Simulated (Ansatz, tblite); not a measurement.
# Hf2Cl8: a ladder of methods and basis sets

How do method and basis change the picture of Hf2Cl8 (singlet)?

Method: as each input shows; program: Ansatz 0.2.0, Gaussian basis.

The runs, in order: GFN1-xTB, GFN2-xTB, PBE-D4/def2-TZVP, r2SCAN-D4/def2-TZVP, ωB97M-V/def2-TZVP, HF/def2-TZVP, PBE-D4/def2-SVP, PBE0-D4/def2-SVP, MP2/def2-SVP, RPA/def2-SVP.

4 further runs of the same task are left out: 2 that didn't finish, 2 set aside as unsound or not needed.

### Step 1. The relaxed structure

The singlet was relaxed beforehand with r2SCAN-D4/def2-SVP.

10 atoms, charge 0, spin multiplicity 1.

Bond lengths: Hf1–Cl2 2.330 Å, Hf1–Cl3 2.334 Å, Hf1–Cl4 2.334 Å, Hf1–Cl5 2.507 Å, Hf1–Cl10 2.713 Å, Cl5–Hf6 2.716 Å, Hf6–Cl7 2.334 Å, Hf6–Cl8 2.334 Å, Hf6–Cl9 2.332 Å, Hf6–Cl10 2.504 Å. Angles: Cl2–Hf1–Cl3 100.8°, Cl2–Hf1–Cl4 113.0°, Cl2–Hf1–Cl5 118.8°, Cl2–Hf1–Cl10 88.3°, Cl3–Hf1–Cl4 99.8°, Cl3–Hf1–Cl5 90.1°, Cl3–Hf1–Cl10 165.7°, Cl4–Hf1–Cl5 124.1°, Cl4–Hf1–Cl10 86.6°, Cl5–Hf1–Cl10 75.7°, Hf1–Cl5–Hf6 103.8°, Cl5–Hf6–Cl7 87.1°, Cl5–Hf6–Cl8 165.8°, Cl5–Hf6–Cl9 87.9°, Cl5–Hf6–Cl10 75.7°, Cl7–Hf6–Cl8 100.0°, Cl7–Hf6–Cl9 113.1°, Cl7–Hf6–Cl10 123.1° and more.

Hf takes a core potential in the def2 sets. No spin-orbit coupling is included.

PBE0-D4/def2-TZVP was run before; its log isn't repeated, and its numbers join the tables.

### Step 2. GFN1-xTB

Tight binding, by tblite at 300 K electronic temperature and without a spin-polarisation term:

```python
tblite.interface.Calculator('GFN1-xTB', numbers, positions, charge=0, uhf=0).singlepoint()
```

Energy -1001.6350 eV, HOMO -13.90 eV, LUMO -10.93 eV; 0.11 s.

### Step 3. GFN2-xTB

Tight binding, by tblite at 300 K electronic temperature and without a spin-polarisation term:

```python
tblite.interface.Calculator('GFN2-xTB', numbers, positions, charge=0, uhf=0).singlepoint()
```

Energy -1084.2465 eV, HOMO -12.64 eV, LUMO -10.16 eV; 0.14 s.

### Step 4. PBE-D4/def2-TZVP

start.molden holds the orbitals of an earlier run on this state, given as this run's starting guess.

File in.yaml:

```yaml
crystal:
  periodic: [false, false, false]
  atoms:
    - {symbol: Hf, position_ang: [0.516302, 0.605460, 1.895875]}
    - {symbol: Cl, position_ang: [2.224993, -0.894080, 2.406649]}
    - {symbol: Cl, position_ang: [1.464205, 2.611753, 2.620440]}
    - {symbol: Cl, position_ang: [-1.290354, 0.465004, 3.367352]}
    - {symbol: Cl, position_ang: [0.363416, 1.513484, -0.435762]}
    - {symbol: Hf, position_ang: [-0.552456, -0.589415, -1.889475]}
    - {symbol: Cl, position_ang: [-2.095507, 0.886260, -2.833265]}
    - {symbol: Cl, position_ang: [-1.439488, -2.622028, -2.615440]}
    - {symbol: Cl, position_ang: [1.497095, -0.602135, -3.000944]}
    - {symbol: Cl, position_ang: [-0.688206, -1.374303, 0.484581]}
basis:
  gaussian: {orbitals: def2-TZVP, initial_orbitals: start.molden}
hamiltonian: {xc: pbe, dispersion: d4}
scf: {omitted_lower_state_checks: [starts]}
output: {orbitals: {seedname: orbitals}}
```

Command:

```console
ansatz run in.yaml --threads 4 --pin off --events-out ev --progress --plain --max-ram 6963MiB
```

Output:

```text
Functional definition: PBE
  name "PBE"
  cite "Perdew, Burke & Ernzerhof, Phys. Rev. Lett. 77, 3865 (1996) doi:10.1103/PhysRevLett.77.3865"
  parent pbe
  parameter kappa = 0.804
  parameter beta = 0.06672455060314922
  exchange = pbe_x(kappa = kappa, mu = beta*pi^2/3)
  correlation = pbe_c(beta = beta)
these checks for a lower state are left out or cut short: starts
2738 factors; their error is unknown
mean field evaluation 1: about -102776.1207 eV, gradient 2.3e1 eV
mean field evaluation 2: about -102776.4176 eV, gradient 4.2e-1 eV
mean field evaluation 4: about -102776.4032 eV, gradient 7.9e-2 eV
mean field -102776.40315996 eV, -3776.9631517805 hartree, gradient 2.3e-5 eV, S^2 0.000000; 0 other end points of the search recorded, 0 dependent functions left out
reference -102776.40322265 eV, -3776.9631540841 hartree; 80, 80 occupied and 296, 296 virtual orbitals, 2738 factors
Total energy: -102777.01745959 eV, -3776.9857268754 hartree
Checks for a lower state left out: starts
```

It took 15 s on 4 threads of Intel Xeon at 2.50GHz, shared host; peak memory 1.1 GiB.

From the report: HOMO -8.12 eV, LUMO -3.53 eV.

### Step 5. r2SCAN-D4/def2-TZVP

in.yaml: that of step 4 with these lines changed.

```diff
@@ -15,3 +15,3 @@
   gaussian: {orbitals: def2-TZVP, initial_orbitals: start.molden}
-hamiltonian: {xc: pbe, dispersion: d4}
+hamiltonian: {xc: r2scan, dispersion: d4}
 scf: {omitted_lower_state_checks: [starts]}
```

Same command.

Output:

```text
Functional definition: r2SCAN
  name "r2SCAN"
  cite "Furness, Kaplan, Ning, Perdew & Sun, J. Phys. Chem. Lett. 11, 8208 (2020) doi:10.1021/acs.jpclett.0c02405"
  cite "Furness, Kaplan, Ning, Perdew & Sun, J. Phys. Chem. Lett. 11, 9248 (2020) doi:10.1021/acs.jpclett.0c03077"
  parent r2scan
  parameter k0 = 0.174
  parameter k1 = 0.065
  parameter a1 = 4.9479
  exchange = r2scan_x(k0 = k0, k1 = k1, a1 = a1)
  correlation = r2scan_c
these checks for a lower state are left out or cut short: starts
2738 factors; their error is unknown
mean field evaluation 1: about -102811.3483 eV, gradient 1.7e1 eV
mean field evaluation 2: about -102811.4454 eV, gradient 1.8e-1 eV
mean field evaluation 4: about -102811.4241 eV, gradient 4.3e-4 eV
mean field -102811.42410182 eV, -3778.2501476556 hartree, gradient 1.2e-5 eV, S^2 0.000000; 0 other end points of the search recorded, 0 dependent functions left out
reference -102811.42411825 eV, -3778.2501482593 hartree; 80, 80 occupied and 296, 296 virtual orbitals, 2738 factors
Total energy: -102811.58422476 eV, -3778.2560320653 hartree
Checks for a lower state left out: starts
```

Run time: 32 s. Hardware: 4 threads of Intel Xeon at 2.50GHz, shared host; peak memory 1.1 GiB.

Report: HOMO -8.52 eV, LUMO -3.44 eV.

### Step 6. ωB97M-V/def2-TZVP

in.yaml: that of step 5 with these lines changed.

```diff
@@ -15,3 +15,3 @@
   gaussian: {orbitals: def2-TZVP, initial_orbitals: start.molden}
-hamiltonian: {xc: r2scan, dispersion: d4}
+hamiltonian: {xc: {name: wB97M-V}}
 scf: {omitted_lower_state_checks: [starts]}
```

Launched as before.

Output:

```text
Functional definition: wB97M-V
  name "wB97M-V"
  cite "Mardirossian & Head-Gordon, J. Chem. Phys. 144, 214110 (2016) doi:10.1063/1.4952647"
  cite "Becke, J. Chem. Phys. 107, 8554 (1997) doi:10.1063/1.475007"
  cite "Vydrov & Van Voorhis, J. Chem. Phys. 133, 244103 (2010) doi:10.1063/1.3521275"
  # Of w^i u^j: cxij and so on, Table III.
  parameter omega = 0.3/bohr
  parameter cx = 0.15
  parameter cx01 = 1.007
  parameter cx10 = 0.259
  parameter css00 = 0.443
  parameter css04 = -1.437
  parameter css10 = -4.535
  parameter css20 = -3.390
  parameter css43 = 4.278
  parameter cos00 = 1.000
  parameter cos10 = 1.358
  parameter cos20 = 2.924
  parameter cos21 = -8.812
  parameter cos60 = -1.390
  parameter cos61 = 9.142
  parameter b = 6.0
  parameter c = 0.01
  gx(w, u) = 1 - cx + cx01*u + cx10*w
  gss(w, u) = css00 + css04*u^4 + css10*w + css20*w^2 + css43*w^4*u^3
  gos(w, u) = cos00 + cos10*w + (cos20 + cos21*u)*w^2 + (cos60 + cos61*u)*w^6
  exchange = spin_sum(e_x_unif_sr(omega)*gx(b97_w, b97_u_x)) + cx*exact_x_sr(omega) + exact_x_lr(omega)
  correlation = spin_sum(e_c_pw_mod_same_spin*gss(b97_w, b97_u_same))
      + integral(e_c_pw_mod_opposite_spin*gos(b97_w_opposite, b97_u_opposite)) + vv10(b, c)
these checks for a lower state are left out or cut short: starts
2820 factors; their error is unknown
476 factors; integrals over basis functions are off by at most 1.5e-5 eV
the host lacks memory for fits, so the integrals are decomposed
2406 factors; integrals over basis functions are off by at most 9.9e-4 eV
476 factors; integrals over basis functions are off by at most 1.5e-5 eV
mean field evaluation 1: about -102807.1392 eV, gradient 2.2e1 eV
mean field evaluation 2: about -102807.3909 eV, gradient 4.4e-1 eV
mean field evaluation 4: about -102807.5538 eV, gradient 3.5e-3 eV
mean field -102807.55376894 eV, -3778.1079155459 hartree, gradient 6.4e-5 eV, S^2 0.000000; 0 other end points of the search recorded, 0 dependent functions left out
reference -102807.55383780 eV, -3778.1079180763 hartree; 80, 80 occupied and 296, 296 virtual orbitals, 2406 factors
Total energy: -102807.55383780 eV, -3778.1079180763 hartree
Checks for a lower state left out: starts
```

It took 93 s on 4 threads of Intel Xeon at 2.50GHz, shared host; peak memory 2.4 GiB.

Report: HOMO -11.70 eV, LUMO -0.77 eV.

### Step 7. HF/def2-TZVP

in.yaml: that of step 6 with these lines changed.

```diff
@@ -15,3 +15,3 @@
   gaussian: {orbitals: def2-TZVP, initial_orbitals: start.molden}
-hamiltonian: {xc: {name: wB97M-V}}
+hamiltonian: {xc: hf}
 scf: {omitted_lower_state_checks: [starts]}
```

Same command.

Output:

```text
Functional definition: HF
  name "HF"
  cite "Fock, Z. Phys. 61, 126 (1930) doi:10.1007/BF01340294"
  parent pbe
  exchange = exact_x
  correlation = 0
these checks for a lower state are left out or cut short: starts
3576 factors; their error is unknown
mean field evaluation 1: about -102631.0527 eV, gradient 6.6e1 eV
mean field evaluation 2: about -102633.2475 eV, gradient 3.4e0 eV
mean field evaluation 4: about -102633.3263 eV, gradient 2.0e-4 eV
mean field -102634.62986343 eV, -3771.7530792304 hartree, gradient 2.4e-5 eV, S^2 0.000000; 0 other end points of the search recorded, 0 dependent functions left out
reference -102634.62986343 eV, -3771.7530792304 hartree; 80, 80 occupied and 296, 296 virtual orbitals, 3576 factors
Total energy: -102634.62986343 eV, -3771.7530792304 hartree
Checks for a lower state left out: starts
```

Run time: 46 s. Hardware: 4 threads of Intel Xeon at 2.50GHz, shared host; peak memory 2.8 GiB.

Report: HOMO -12.73 eV, LUMO 0.73 eV.

### Step 8. PBE-D4/def2-SVP

in.yaml: that of step 7 with these lines changed.

```diff
@@ -14,4 +14,4 @@
 basis:
-  gaussian: {orbitals: def2-TZVP, initial_orbitals: start.molden}
-hamiltonian: {xc: hf}
+  gaussian: {orbitals: def2-SVP, initial_orbitals: start.molden}
+hamiltonian: {xc: pbe, dispersion: d4}
 scf: {omitted_lower_state_checks: [starts]}
```

Launched as before.

Output:

```text
Functional definition: PBE
  name "PBE"
  cite "Perdew, Burke & Ernzerhof, Phys. Rev. Lett. 77, 3865 (1996) doi:10.1103/PhysRevLett.77.3865"
  parent pbe
  parameter kappa = 0.804
  parameter beta = 0.06672455060314922
  exchange = pbe_x(kappa = kappa, mu = beta*pi^2/3)
  correlation = pbe_c(beta = beta)
these checks for a lower state are left out or cut short: starts
2188 factors; their error is unknown
mean field evaluation 1: about -102741.1054 eV, gradient 4.3e1 eV
mean field evaluation 2: about -102741.7566 eV, gradient 1.3e0 eV
mean field evaluation 4: about -102741.5735 eV, gradient 4.3e-1 eV
mean field evaluation 8: about -102741.5736 eV, gradient 2.3e-5 eV
mean field -102741.57361865 eV, -3775.6831897456 hartree, gradient 2.3e-5 eV, S^2 0.000000; 0 other end points of the search recorded, 0 dependent functions left out
reference -102741.57372294 eV, -3775.6831935780 hartree; 80, 80 occupied and 128, 128 virtual orbitals, 2188 factors
Total energy: -102742.18795988 eV, -3775.7057663693 hartree
Checks for a lower state left out: starts
```

Wall time 8 s (4 threads of Intel Xeon at 2.50GHz, shared host).

HOMO -8.13 eV, LUMO -3.58 eV.

### Step 9. PBE0-D4/def2-SVP

in.yaml: that of step 8 with these lines changed.

```diff
@@ -15,3 +15,3 @@
   gaussian: {orbitals: def2-SVP, initial_orbitals: start.molden}
-hamiltonian: {xc: pbe, dispersion: d4}
+hamiltonian: {xc: pbe0, dispersion: d4}
 scf: {omitted_lower_state_checks: [starts]}
```

The command is unchanged.

Output:

```text
Functional definition: PBE0
  name "PBE0"
  cite "Adamo & Barone, J. Chem. Phys. 110, 6158 (1999) doi:10.1063/1.478522"
  cite "Perdew, Burke & Ernzerhof, Phys. Rev. Lett. 77, 3865 (1996) doi:10.1103/PhysRevLett.77.3865"
  parent pbe
  parameter a = 0.25
  parameter kappa = 0.804
  parameter beta = 0.06672455060314922
  exchange = (1 - a)*pbe_x(kappa = kappa, mu = beta*pi^2/3) + a*exact_x
  correlation = pbe_c(beta = beta)
these checks for a lower state are left out or cut short: starts
1920 factors; integrals over basis functions are off by at most 6.8e-4 eV
mean field evaluation 1: about -102747.3084 eV, gradient 4.1e1 eV
mean field evaluation 2: about -102747.7368 eV, gradient 9.0e-1 eV
mean field evaluation 4: about -102747.9673 eV, gradient 2.7e-3 eV
mean field -102747.96729309 eV, -3775.9181529473 hartree, gradient 2.4e-5 eV, S^2 0.000000; 0 other end points of the search recorded, 0 dependent functions left out
reference -102747.96737223 eV, -3775.9181558558 hartree; 80, 80 occupied and 128, 128 virtual orbitals, 1920 factors
Total energy: -102748.51954000 eV, -3775.9384476469 hartree
Checks for a lower state left out: starts
```

It took 14 s on 4 threads of Intel Xeon at 2.50GHz, shared host; peak memory 0.81 GiB.

HOMO -9.57 eV, LUMO -2.92 eV.

### Step 10. MP2/def2-SVP

in.yaml: that of step 9 with these lines changed.

```diff
@@ -15,3 +15,3 @@
   gaussian: {orbitals: def2-SVP, initial_orbitals: start.molden}
-hamiltonian: {xc: pbe0, dispersion: d4}
+correlation: {method: mp2}
 scf: {omitted_lower_state_checks: [starts]}
```

Same command.

Output:

```text
Functional definition: HF
  name "HF"
  cite "Fock, Z. Phys. 61, 126 (1930) doi:10.1007/BF01340294"
  parent pbe
  exchange = exact_x
  correlation = 0
these checks for a lower state are left out or cut short: starts
1920 factors; integrals over basis functions are off by at most 6.8e-4 eV
mean field evaluation 1: about -102596.7504 eV, gradient 5.3e1 eV
mean field evaluation 2: about -102598.9712 eV, gradient 2.9e0 eV
mean field evaluation 4: about -102599.9072 eV, gradient 3.3e0 eV
mean field evaluation 8: about -102599.9383 eV, gradient 2.7e-3 eV
mean field -102599.93827853 eV, -3770.4781870000 hartree, gradient 2.3e-6 eV, S^2 0.000000; 0 other end points of the search recorded, 0 dependent functions left out
40 core orbitals not correlated: weight in the atoms' cores, before any rotation towards them, 1.000 or more for the frozen orbitals, at most 0.000 for the correlated occupied ones
reference -102599.93827853 eV, -3770.4781870000 hartree; 40, 40 occupied and 128, 128 virtual orbitals, 1920 factors
second order -40.86950621 eV of doubles, -0.00000000 eV of singles
Total energy: -102640.80778474 eV, -3771.9801136508 hartree
Checks for a lower state left out: starts
```

It took 14 s on 4 threads of Intel Xeon at 2.50GHz, shared host; peak memory 0.77 GiB.

Report: Hartree-Fock HOMO -12.82 eV, LUMO 0.57 eV.

### Step 11. RPA/def2-SVP

in.yaml: that of step 10 with these lines changed.

```diff
@@ -15,4 +15,4 @@
   gaussian: {orbitals: def2-SVP, initial_orbitals: start.molden}
-correlation: {method: mp2}
+hamiltonian: {xc: pbe}
+correlation: {method: rpa}
 scf: {omitted_lower_state_checks: [starts]}
-output: {orbitals: {seedname: orbitals}}
```

Same command.

Output:

```text
Functional definition: PBE
  name "PBE"
  cite "Perdew, Burke & Ernzerhof, Phys. Rev. Lett. 77, 3865 (1996) doi:10.1103/PhysRevLett.77.3865"
  parent pbe
  parameter kappa = 0.804
  parameter beta = 0.06672455060314922
  exchange = pbe_x(kappa = kappa, mu = beta*pi^2/3)
  correlation = pbe_c(beta = beta)
these checks for a lower state are left out or cut short: starts
1920 factors; integrals over basis functions are off by at most 6.8e-4 eV
mean field evaluation 1: about -102740.9134 eV, gradient 4.3e1 eV
mean field evaluation 2: about -102741.5671 eV, gradient 1.3e0 eV
mean field evaluation 4: about -102741.5735 eV, gradient 1.1e-1 eV
mean field evaluation 8: about -102741.5736 eV, gradient 1.0e-5 eV
mean field -102741.57358769 eV, -3775.6831886077 hartree, gradient 2.1e-6 eV, S^2 0.000000; 0 other end points of the search recorded, 0 dependent functions left out
40 core orbitals not correlated: weight in the atoms' cores, before any rotation towards them, 1.000 or more for the frozen orbitals, at most 0.000 for the correlated occupied ones
reference -102596.50635981 eV, -3770.3520663133 hartree; 40, 40 occupied and 128, 128 virtual orbitals, 1920 factors
Total energy: -102660.30187600 eV, -3772.6965082913 hartree
Checks for a lower state left out: starts
```

Wall time 19 s (4 threads of Intel Xeon at 2.50GHz, shared host).

### Step 12. Comparison

```tsv
level	functions	HOMO (eV)	LUMO (eV)	gap (eV)	time
HF/def2-TZVP	376	-12.73	0.73	13.46	46 s
PBE-D4/def2-SVP	208	-8.13	-3.58	4.55	8 s
PBE-D4/def2-TZVP	376	-8.12	-3.53	4.60	15 s
r2SCAN-D4/def2-TZVP	376	-8.52	-3.44	5.08	32 s
PBE0-D4/def2-SVP	208	-9.57	-2.92	6.64	14 s
PBE0-D4/def2-TZVP	376	-9.51	-2.79	6.72	67 s
ωB97M-V/def2-TZVP	376	-11.70	-0.77	10.93	93 s
```

Energy pieces by basis (eV):

```tsv
basis	HF	MP2 correlation	total
def2-SVP	-102599.9383	-40.8695	-102640.8078 (MP2)
```

### Step 13. Binding energy

Free atoms were run apart at each level; binding is atoms less cluster, divided by the number of atoms, without zero-point or spin-orbit terms.

```tsv
level	binding an atom (eV)
HF/def2-SVP	3.261
HF/def2-TZVP	3.273
PBE-D4/def2-SVP	4.341
PBE-D4/def2-TZVP	4.285
r2SCAN-D4/def2-TZVP	4.299
PBE0-D4/def2-SVP	4.233
PBE0-D4/def2-TZVP	4.209
ωB97M-V/def2-TZVP	4.206
RPA/def2-SVP	3.682
MP2/def2-SVP	4.180
```

### Step 14. Summary of results

```
                                                                  quantity                                  value
gap in def2-TZVP, named functionals and Hartree-Fock, smallest and largest        4.60 eV (PBE-D4), 13.46 eV (HF)
                                          correlation energy, MP2/def2-SVP                              -40.87 eV
                                 binding an atom, functionals in def2-TZVP  4.21 (ωB97M-V) to 4.30 eV (r2SCAN-D4)
                           PBE0 total energy, smallest basis above largest         34.63 eV (def2-SVP, def2-TZVP)
```

In words: Orbital gaps of the named functionals and Hartree-Fock in def2-TZVP span 4.60 eV (PBE-D4) to 13.46 eV (HF); exact exchange widens it.

The slowest run with a step of its own, ωB97M-V/def2-TZVP, took 93 s; the quickest functional in def2-TZVP took 15 s (shared host).
